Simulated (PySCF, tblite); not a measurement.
**C5H4F4S: geometry, infrared bands and NMR shifts**

What infrared bands and NMR shifts should C5H4F4S (`F[C@@H]1C=C(C(F)(F)F)SC1`) show?

The runs use tblite 0.8.0 and PySCF 2.14.0, with density-fitted response routines of our own; the level of theory stands in each step. All values are computed, except where a source is named. Atoms count from 0, in the outputs and in this text.

## 1. The starting structure

14 atoms, charge 0, multiplicity 1; geometry from: force field or distance geometry start.

Bonds of the start (Å): F0–C1 1.36, C1–C2 1.51, C2–C3 1.34, C3–C4 1.51, C4–F5 1.36, C4–F6 1.35, C4–F7 1.37, C3–S8 1.74, S8–C9 1.83, C9–C1 1.52, C1–H10 1.09, C2–H11 1.08, C9–H12 1.10, C9–H13 1.10.

## 2. Optimising the geometry with GFN2-xTB

The job: settings as JSON, then the geometry in Å.

```
{"job": {"kind": "relax", "xc": "GFN2-xTB", "basis": "xTB"}, "charge": 0, "multiplicity": 1}
F     -2.298200    -0.735900     0.782000
C     -1.556600    -0.359900    -0.297000
C     -0.151400    -0.880200    -0.110900
C      0.777700     0.040300     0.186400
C      2.232700    -0.246400     0.456000
F      2.524100    -1.567400     0.317800
F      2.621400     0.121300     1.694000
F      3.043400     0.417800    -0.422600
S      0.131100     1.648100     0.314700
C     -1.501000     1.158100    -0.363600
H     -2.027000    -0.783300    -1.183400
H      0.045000    -1.939000    -0.200600
H     -2.312000     1.634500     0.202900
H     -1.529800     1.491700    -1.412800
```

On the command line:

```bash
$ OMP_NUM_THREADS=1 python probes_run.py task.json out
```

The driver reads the jobs from task.json and runs them one after another.

Output:

```text
step      E/eV     max force
  0    -949.81786    0.890
  1    -949.86507    0.390
  2    -949.88120    0.355
  3    -949.88957    0.272
  4    -949.89690    0.188
  5    -949.90061    0.156
  6    -949.90384    0.163
  7    -949.90681    0.150
  8    -949.90842    0.096
  9    -949.90916    0.066
 10    -949.90962    0.058
 11    -949.91000    0.052
 12    -949.91029    0.050
 13    -949.91050    0.051
 14    -949.91071    0.049
 15    -949.91098    0.056
 16    -949.91134    0.061
 17    -949.91176    0.057
 18    -949.91212    0.048
 19    -949.91241    0.051
 20    -949.91271    0.051
 21    -949.91304    0.062
 22    -949.91336    0.055
 23    -949.91362    0.041
 24    -949.91382    0.040
 25    -949.91398    0.034
 26    -949.91414    0.030
 27    -949.91428    0.031
 28    -949.91443    0.034
 29    -949.91463    0.045
 30    -949.91491    0.058
 31    -949.91522    0.062
 32    -949.91547    0.051
 33    -949.91565    0.036
 34    -949.91581    0.030
 35    -949.91597    0.035
 36    -949.91612    0.038
 37    -949.91622    0.037
 38    -949.91632    0.030
 39    -949.91643    0.026
 40    -949.91653    0.026
 41    -949.91661    0.018
 42    -949.91666    0.014
 43    -949.91669    0.013
 44    -949.91672    0.013
 45    -949.91675    0.014
 46    -949.91678    0.015
 47    -949.91682    0.015
 48    -949.91686    0.015
 49    -949.91690    0.015
 50    -949.91693    0.015
 51    -949.91696    0.018
 52    -949.91701    0.023
 53    -949.91707    0.024
 54    -949.91715    0.023
 55    -949.91720    0.014
 56    -949.91723    0.012
 57    -949.91724    0.012
 58    -949.91726    0.010
 59    -949.91727    0.007
```

Wall time 0.41 s (1 thread of Intel Xeon Platinum 8488C, shared host).

Along the way: (not every step is listed)

```csv
step,energy from step 0 (eV),largest force (eV/Å)
0,0.0000,0.8896
1,-0.0472,0.3898
2,-0.0633,0.3547
3,-0.0717,0.2719
4,-0.0790,0.1878
5,-0.0828,0.1558
6,-0.0860,0.1629
7,-0.0889,0.1502
8,-0.0906,0.0959
12,-0.0924,0.0503
16,-0.0935,0.0608
20,-0.0948,0.0514
24,-0.0960,0.0402
28,-0.0966,0.0338
32,-0.0976,0.0514
36,-0.0983,0.0383
40,-0.0987,0.0258
44,-0.0989,0.0130
48,-0.0990,0.0150
52,-0.0992,0.0231
54,-0.0993,0.0228
55,-0.0993,0.0136
56,-0.0994,0.0115
57,-0.0994,0.0120
58,-0.0994,0.0105
59,-0.0994,0.0075
```

Close pairs (by a distance rule), those that changed most:

```csv
bond,before (Å),after (Å),change (Å)
C4–F7,1.368,1.341,-0.026
F0–C1,1.362,1.385,+0.023
C4–F5,1.360,1.341,-0.019
C9–H13,1.101,1.088,-0.014
C1–C2,1.510,1.497,-0.013
C3–C4,1.507,1.496,-0.011
C1–C9,1.520,1.531,+0.011
C4–F6,1.349,1.339,-0.009
```

The next job starts from the end point, and lists it.

## 3. Harmonic vibrations with GFN2-xTB

The job: settings as JSON, then the geometry in Å.

```
{"job": {"kind": "ir", "xc": "GFN2-xTB", "basis": "xTB"}, "charge": 0, "multiplicity": 1}
F     -2.358888    -0.787093     0.696172
C     -1.530492    -0.370557    -0.332840
C     -0.148474    -0.900167    -0.110068
C      0.768125     0.030449     0.155576
C      2.210075    -0.236271     0.453743
F      2.502225    -1.542128     0.372238
F      2.560503     0.159886     1.684270
F      3.031585     0.392684    -0.399719
S      0.221526     1.686015     0.128273
C     -1.467592     1.159080    -0.352258
H     -1.987190    -0.775266    -1.244797
H      0.040019    -1.958798    -0.109234
H     -2.174325     1.576845     0.362988
H     -1.667776     1.564849    -1.341445
```

Output:

```text
mode    cm-1     km/mol
  1      18.0      0.40
  2      55.8      5.77
  3      98.4      2.18
  4     142.5      0.99
  5     221.8      1.39
  6     297.5      8.56
  7     338.6      1.50
  8     388.2      6.34
  9     426.9     10.94
 10     462.9      7.43
 11     501.2      6.78
 12     583.0     27.33
 13     586.8      3.38
 14     654.5     18.97
 15     703.1      4.09
 16     749.3      4.76
 17     782.1     15.19
 18     830.3     11.94
 19     932.1     26.78
 20     956.3     61.95
 21     995.8     42.06
 22    1053.6    290.00
 23    1064.5    234.64
 24    1082.4     24.68
 25    1128.3     31.94
 26    1186.0     73.19
 27    1204.2     55.40
 28    1224.8    104.19
 29    1251.6      4.21
 30    1279.7     20.51
 31    1421.9      6.69
 32    1652.9     47.08
 33    2909.1     16.80
 34    3014.9      2.09
 35    3018.9      0.77
 36    3136.2      1.77
```

It took 0.5 s on 1 thread of Intel Xeon Platinum 8488C, shared host.

Which atoms move in the most intense modes:

| cm⁻¹ | km/mol | atoms |
| --- | --- | --- |
| 956 | 62.0 | C3 24 %, C1 19 % |
| 996 | 42.1 | C1 41 %, H12 19 %, F0 12 % |
| 1054 | 290.0 | C4 73 %, F7 13 %, F6 12 % |
| 1064 | 234.6 | C4 60 %, F5 12 % |
| 1186 | 73.2 | H11 26 %, H13 22 %, C2 16 %, C4 10 % |
| 1204 | 55.4 | H11 27 %, C3 20 %, C4 18 %, H10 16 % |
| 1225 | 104.2 | C4 29 %, C3 14 %, H13 14 %, H10 14 % |
| 1653 | 47.1 | C3 51 %, C2 45 % |

## 4. Shielding tensors: PBE0/pcSseg-1

Settings changed since step 3:

```diff
@@ -1,2 +1,2 @@
-{"job": {"kind": "ir", "xc": "GFN2-xTB", "basis": "xTB"}, "charge": 0, "multiplicity": 1}
+{"job": {"kind": "nmr", "xc": "PBE0", "basis": "pcSseg-1"}, "charge": 0, "multiplicity": 1}
 F     -2.358888    -0.787093     0.696172
```

With the program's defaults for keys left out, this is: GIAO PBE0/pcSseg-1 NMR shielding, non-relativistic, gas phase.

Output:

```text
coarse grid: 13880 points
cycle   1  E = -989.4260365332  dE =  1.749e+00  |g| = 9.894e-01  |ddm| = 3.690e+00
cycle   2  E = -989.2327032253  dE =  1.933e-01  |g| = 1.519e+00  |ddm| = 1.462e+00
cycle   3  E = -989.5893877761  dE = -3.567e-01  |g| = 1.111e-01  |ddm| = 9.763e-01
cycle   4  E = -989.5909863769  dE = -1.599e-03  |g| = 7.797e-02  |ddm| = 1.773e-01
cycle   5  E = -989.5924517193  dE = -1.465e-03  |g| = 1.634e-02  |ddm| = 7.578e-02
cycle   6  E = -989.5925037359  dE = -5.202e-05  |g| = 5.178e-03  |ddm| = 1.811e-02
cycle   7  E = -989.5925100301  dE = -6.294e-06  |g| = 1.076e-03  |ddm| = 7.300e-03
final grid: 135696 points
cycle   8  E = -989.6810731513  dE = -4.802e-05  |g| = 1.036e-02  |ddm| = 3.378e-02
cycle   9  E = -989.6810429524  dE =  3.020e-05  |g| = 1.567e-02  |ddm| = 2.467e-02
cycle  10  E = -989.6810975604  dE = -5.461e-05  |g| = 1.138e-03  |ddm| = 1.605e-02
cycle  11  E = -989.6810977807  dE = -2.202e-07  |g| = 5.340e-04  |ddm| = 1.466e-03
cycle  12  E = -989.6810978404  dE = -5.974e-08  |g| = 1.531e-04  |ddm| = 5.104e-04
cycle  13  E = -989.6810978448  dE = -4.394e-09  |g| = 4.660e-05  |ddm| = 1.597e-04
cycle  14  E = -989.6810978453  dE = -5.214e-10  |g| = 9.356e-06  |ddm| = 6.572e-05
converged SCF energy = -989.6810978453

GIAO shielding tensors (ppm)
atom      isotropic    diamagn.    paramagn.     s11        s22        s33       span
  0 F      341.625     472.064    -130.439    256.332    372.088    396.455    140.123
  1 C       86.121     241.490    -155.369     55.927     80.266    122.171     66.244
  2 C       58.014     251.688    -193.674    -31.098     72.414    132.727    163.824
  3 C       35.109     267.254    -232.144    -53.648     52.269    106.708    160.356
  4 C       56.897     237.917    -181.020     51.031     55.768     63.891     12.860
  5 F      256.529     473.036    -216.507    176.910    240.333    352.343    175.432
  6 F      246.184     470.757    -224.573    165.288    240.230    333.034    167.747
  7 F      241.848     470.798    -228.950    161.244    234.957    329.344    168.100
  8 S      425.210    1055.014    -629.804    231.153    315.981    728.497    497.344
  9 C      142.674     252.121    -109.447    108.214    148.828    170.979     62.764
 10 H       25.460      28.537      -3.077     22.130     25.082     29.168      7.038
 11 H       25.338      31.727      -6.390     22.432     24.473     29.108      6.676
 12 H       27.967      28.818      -0.851     23.414     26.342     34.146     10.732
 13 H       27.955      29.111      -1.156     22.229     26.825     34.811     12.582
```

Wall time 46 s (1 thread of Intel Xeon Platinum 8488C, shared host); peak memory 0.85 GiB.

Shifts follow as δ = σ(reference) − σ, with reference shieldings (ppm) from runs at the same level and on the same kind of geometry: 1H TMS 31.72, 13C TMS 186.9, 19F CFCl3 170.9, 33S CS2 504. The references are single molecules in the gas phase, so shifts against H2O, NH3, PH3, H3PO4 or CFCl3 are not on the usual liquid scales and can be off by tens of ppm. Atoms listed in one row are averaged.

```csv
atoms,environment,σ (ppm),δ (ppm),δ scaled to CDCl3
C3,fully substituted alkene carbon,35.1,151.8,141.8
C4,CF3 carbon,56.9,130.0,125.0
C2,alkene CH,58.0,128.9,123.9
C1,allylic sp3 CH bonded to F,86.1,100.8,96.5
C9,sp3 CH2 bonded to S,142.7,44.3,36.9
H11,hydrogen on an alkene CH,25.34,6.38,6.12
H10,hydrogen on an allylic sp3 CH bonded to F,25.46,6.26,6.00
H13,hydrogen on an sp3 CH2 bonded to S,27.95,3.76,3.65
H12,hydrogen on an sp3 CH2 bonded to S,27.97,3.75,3.64
"F5, F6, F7",fluorine of a CF3 group,248.2,-77.2,–
F0,fluorine on an sp3 carbon,341.6,-170.7,–
S8,sulfide sulfur,425,79,–
```

The scaled column applies a straight-line fit of computed shieldings to shifts measured in CDCl3, with any fitted terms for Cl, Br or S neighbours, and one for carbons that bear F (root-mean-square error 0.16 ppm for H, 1.9 ppm for C).

Charges from the same density, by scheme (e):

```
     atoms  Mulliken    IAO  Hirshfeld  ESP fit
        F0     -0.33  -0.33      -0.12    -0.23
        C1      0.22   0.18       0.07     0.10
        C2      0.00  -0.19      -0.07    -0.03
        C3     -0.53  -0.16      -0.05    -0.28
        C4      0.94   0.81       0.26     0.61
F5, F6, F7     -0.26  -0.27      -0.09    -0.18
        S8      0.20   0.18       0.04    -0.08
        C9     -0.32  -0.36      -0.07     0.03
```

Mayer bond orders: F0–C1 0.88, C1–C2 1.02, C2–C3 1.71, C3–C4 0.98, C4–F5 1.01, C4–F6 1.01, C4–F7 1.01, C3–S8 1.06, S8–C9 0.96, C9–C1 1.00.

Ring of atoms C1, C2, C3, S8, C9: NICS(0) -5.2, NICS(1) -3.4, NICS(1)zz -2.1 ppm (means of both faces).

Orbitals, density, ELF and potential are computed afterwards from the orbital file.

Frontier orbitals at PBE0/pcSseg-1, with the share of their density that lies nearest to each atom:

```csv
orbital,energy (eV),lies on
HOMO,-6.95,S8 59 %; C2 20 %; C3 7 %
LUMO,-1.20,"C2, C3 about 29 % each; S8 9 %; H11 6 %"
```

ELF in a plane through or near 8 of the atoms.

Ten even steps from '0' (0.00) to '9' (1.00):
```
0000000000000000000000000000
0000000000000000000000000000
0000000000013332000000000000
0000000000147875200000000000
0000000000268997300000000000
0000000000168325511100000000
0000011100043662854531000000
0000011210148326821652000000
0000012436758854638441000000
0000002258903520688520000000
0000124747747856635510000000
0001588661147238682510000000
0002686682026118735410000000
0000367872069984222100000000
0000012320099993000000000000
0000000000089992000000000000
0000000000036630000000000000
0000000000000000000000000000
0000000000000000000000000000
0000000000000000000000000000
```
The map spans 10.8 Å across and 9.0 Å up, centred on the molecule. Atoms in the plane (x, y in Å): C1 (1.5, -0.6), C2 (0.0, -0.9), C3 (-0.8, 0.2), C4 (-2.3, 0.2), F5 (-2.8, -1.1), S8 (0.1, 1.7), C9 (1.7, 0.9), H11 (-0.4, -1.9).

On the surface of density 0.002 e/bohr³ the electrostatic potential runs, from the 1st to the 99th percentile, from -0.78 V near F0 to 1.37 V near H13.

## 5. What came out

```
                                                                 quantity                                 value
                                strongest single infrared mode (GFN2-xTB)                 1054 cm⁻¹, 290 km/mol
                                             zero-point energy (GFN2-xTB)                         52.0 kcal/mol
                                   13C shifts against TMS (PBE0/pcSseg-1)  151.8, 130.0, 128.9, 100.8, 44.3 ppm
                                    1H shifts against TMS (PBE0/pcSseg-1)            6.38, 6.26, 3.76, 3.75 ppm
19F shifts against CFCl3 (PBE0/pcSseg-1, means over atoms taken as alike)                     -77.2, -170.7 ppm
                                   33S shifts against CS2 (PBE0/pcSseg-1)                                79 ppm
                                    surface potential, 1st and 99th percentile                    -0.78 V and 1.37 V
```

What this shows: The optimisation took 59 steps and gained 0.099 eV; among the close pairs (by a distance rule), C4–F7 changed most, from 1.368 to 1.341 Å. No mode is imaginary among the 36: a minimum at this level. The strongest single mode, at 1054 cm⁻¹, moves mainly C4. Unscaled tight-binding wavenumbers are off by several per cent, some by more. Its intensities can rank the bands wrongly. The most deshielded hydrogen is H11 (hydrogen on an alkene CH), at 6.38 ppm: attached to an sp2 carbon and in the plane of the double bond. At PBE0/pcSseg-1: The widest tensor belongs to S8: span 497 ppm, with a paramagnetic part of -630 ppm. By nearest atom (PBE0/pcSseg-1), the HOMO sits on S8 59 %; C2 20 % and the LUMO on C2, C3 about 29 % each; S8 9 %.
